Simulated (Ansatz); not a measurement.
**C₃H₁₂ClNOSiTi: small, medium and large basis sets**

One table from this session's results is given with a row withheld; the runs are named, their logs left out.

Method: one geometry, several basis sets; program: Ansatz 0.2.0, Gaussian basis.

Plan: PBE0-D4/def2-SVP; ωB97M-V/def2-SVP; PBE0-D4/def2-QZVPP; ωB97M-V/def2-QZVPP; the functionals' def2-TZVPP values are taken from earlier runs.

**The relaxed structure**

All runs share one geometry, relaxed beforehand with PBE0-D4 in a triple-zeta def2 set.

SMILES `C[N](C)[Ti]([CH3])([Cl])[O][SiH3]`, 20 atoms, charge 0, spin multiplicity 1.

Atoms are counted from 1 here; the program's logs count them from 0.

Bond lengths: C1–N2 1.445 Å, C1–H9 1.094 Å, C1–H10 1.098 Å, C1–H11 1.098 Å, N2–C3 1.440 Å, N2–Ti4 1.853 Å, C3–H12 1.098 Å, C3–H13 1.091 Å, C3–H14 1.098 Å, Ti4–C5 2.066 Å, Ti4–Cl6 2.232 Å, Ti4–O7 1.784 Å, C5–H15 1.094 Å, C5–H16 1.094 Å, C5–H17 1.095 Å, O7–Si8 1.640 Å, Si8–H18 1.485 Å, Si8–H19 1.487 Å and more. Angles: N2–C1–H9 111.0°, N2–C1–H10 111.1°, N2–C1–H11 111.0°, H9–C1–H10 107.4°, H9–C1–H11 107.9°, H10–C1–H11 108.4°, C1–N2–C3 114.0°, C1–N2–Ti4 117.2°, C3–N2–Ti4 128.8°, N2–C3–H12 111.0°, N2–C3–H13 110.6°, N2–C3–H14 111.0°, H12–C3–H13 108.3°, H12–C3–H14 107.6°, H13–C3–H14 108.3°, N2–Ti4–C5 103.4°, N2–Ti4–Cl6 112.7°, N2–Ti4–O7 109.4° and more.

Geometry (Å):

```xyz
20

C    -1.0101    0.3737   -2.3078
N    -0.3412   -0.2607   -1.1957
C     0.5372   -1.3365   -1.5761
Ti   -0.6880    0.4115    0.4954
C     0.2257    2.2643    0.4709
Cl   -2.8627    0.7659    0.8540
O     0.1790   -0.5647    1.7105
Si    0.8569   -1.3687    2.9688
H    -1.6736    1.1715   -1.9622
H    -1.6249   -0.3473   -2.8620
H    -0.2849    0.8160   -3.0032
H    -0.0139   -2.1279   -2.1013
H     1.0097   -1.7751   -0.6965
H     1.3279   -0.9785   -2.2489
H     1.3053    2.1551    0.3342
H    -0.1746    2.8820   -0.3388
H     0.0317    2.7637    1.4263
H    -0.2040   -1.9075    3.8567
H     1.6744   -2.4912    2.4379
H     1.7300   -0.4456    3.7379
```

Set-up of the first run:

The input, in.yaml:

```yaml
crystal:
  periodic: [false, false, false]
  atoms:
    - {symbol: C, position_ang: [-1.010084, 0.373684, -2.307826]}
    - {symbol: N, position_ang: [-0.341238, -0.260739, -1.195672]}
    - {symbol: C, position_ang: [0.537212, -1.336460, -1.576072]}
    - {symbol: Ti, position_ang: [-0.688044, 0.411518, 0.495403]}
    - {symbol: C, position_ang: [0.225724, 2.264263, 0.470915]}
    - {symbol: Cl, position_ang: [-2.862689, 0.765854, 0.853951]}
    - {symbol: O, position_ang: [0.178962, -0.564679, 1.710494]}
    - {symbol: Si, position_ang: [0.856942, -1.368706, 2.968770]}
    - {symbol: H, position_ang: [-1.673570, 1.171549, -1.962226]}
    - {symbol: H, position_ang: [-1.624871, -0.347291, -2.861976]}
    - {symbol: H, position_ang: [-0.284881, 0.816001, -3.003231]}
    - {symbol: H, position_ang: [-0.013856, -2.127864, -2.101292]}
    - {symbol: H, position_ang: [1.009715, -1.775072, -0.696487]}
    - {symbol: H, position_ang: [1.327860, -0.978514, -2.248950]}
    - {symbol: H, position_ang: [1.305293, 2.155117, 0.334248]}
    - {symbol: H, position_ang: [-0.174637, 2.881986, -0.338814]}
    - {symbol: H, position_ang: [0.031745, 2.763665, 1.426253]}
    - {symbol: H, position_ang: [-0.204027, -1.907506, 3.856695]}
    - {symbol: H, position_ang: [1.674413, -2.491217, 2.437903]}
    - {symbol: H, position_ang: [1.730018, -0.445599, 3.737913]}
basis:
  gaussian: {orbitals: def2-SVP}
hamiltonian: {xc: pbe0, dispersion: d4}
output: {orbitals: {seedname: orbitals}}
```

Steps of the session up to this table: PBE0-D4 in def2-SVP; ωB97M-V in def2-SVP; PBE0-D4 in def2-QZVPP; ωB97M-V in def2-QZVPP.

One of the session's tables, all rows but one given; the rest of the session is left out.

It belongs to the step «Functionals by basis». 

| functional | basis | HOMO (eV) |
| --- | --- | --- |
| PBE0-D4 | def2-SVP | ? |
| PBE0-D4 | def2-TZVPP | -7.06 |
| PBE0-D4 | def2-QZVPP | -7.07 |
| ωB97M-V | def2-SVP | -9.23 |
| ωB97M-V | def2-TZVPP | -9.32 |
| ωB97M-V | def2-QZVPP | -9.34 |

**Question.** Estimate the row for PBE0-D4, def2-SVP.

**Answer.** HOMO (eV): -6.98. In the column «HOMO (eV)» it is the highest.
